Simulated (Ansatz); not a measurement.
# F3GaH2Se: small, medium and large basis sets

The task here is to estimate one member of a computed series from the others.

The runs use Ansatz 0.2.0, Gaussian basis; one geometry, several basis sets.

Plan: PBE0-D4/def2-SVP; ωB97M-V/def2-SVP; PBE0-D4/def2-QZVPP; ωB97M-V/def2-QZVPP; the functionals' def2-TZVPP values are taken from earlier runs.

## The relaxed structure

The geometry comes from an earlier relaxation with PBE0-D4 in a triple-zeta def2 set; it is a stationary point, not always the lowest conformer.

SMILES `[F][Ga-]([F])([F])[SeH2+]`, 7 atoms, charge 0, spin multiplicity 1.

Atoms are counted from 1 here; the program's logs count them from 0.

Bond lengths: F1–Ga2 1.750 Å, Ga2–F3 1.752 Å, Ga2–F4 1.750 Å, Ga2–Se5 2.597 Å, Se5–H6 1.470 Å, Se5–H7 1.470 Å. Angles: F1–Ga2–F3 117.0°, F1–Ga2–F4 118.5°, F1–Ga2–Se5 99.0°, F3–Ga2–F4 117.0°, F3–Ga2–Se5 99.6°, F4–Ga2–Se5 99.1°, Ga2–Se5–H6 92.5°, Ga2–Se5–H7 92.6°, H6–Se5–H7 91.5°.

Set-up of the first run:

File in.yaml:

```yaml
crystal:
  periodic: [false, false, false]
  atoms:
    - {symbol: F, position_ang: [0.482212, -1.068473, 1.960623]}
    - {symbol: Ga, position_ang: [0.288619, -0.999074, 0.223095]}
    - {symbol: F, position_ang: [-1.298327, -1.378328, -0.415243]}
    - {symbol: F, position_ang: [1.663539, -1.389892, -0.785689]}
    - {symbol: Se, position_ang: [0.273374, 1.579953, -0.080909]}
    - {symbol: H, position_ang: [-1.073841, 1.704747, 0.494192]}
    - {symbol: H, position_ang: [-0.274376, 1.483068, -1.441769]}
basis:
  gaussian: {orbitals: def2-SVP}
hamiltonian: {xc: pbe0, dispersion: d4}
output: {orbitals: {seedname: orbitals}}
```

Run with:

```sh
> ansatz run in.yaml --threads 4 --pin off --events-out ev --progress --plain --max-ram 10444MiB
```

Among the steps run: PBE0-D4 in def2-SVP; ωB97M-V in def2-SVP; PBE0-D4 in def2-QZVPP; ωB97M-V in def2-QZVPP.

One of the session's tables, all rows but one given; the rest of the session is left out.

It belongs to the step «Density functionals: the series». 

| functional | basis | HOMO (eV) |
| --- | --- | --- |
| PBE0-D4 | def2-SVP | -9.41 |
| PBE0-D4 | def2-TZVPP | ? |
| PBE0-D4 | def2-QZVPP | -9.55 |
| ωB97M-V | def2-SVP | -11.56 |
| ωB97M-V | def2-TZVPP | -11.68 |
| ωB97M-V | def2-QZVPP | -11.71 |

**Question.** Estimate the row for PBE0-D4, def2-TZVPP.

**Answer.** HOMO (eV): -9.52. In the column «HOMO (eV)» it lies between PBE0-D4, def2-QZVPP (-9.55) and PBE0-D4, def2-SVP (-9.41).
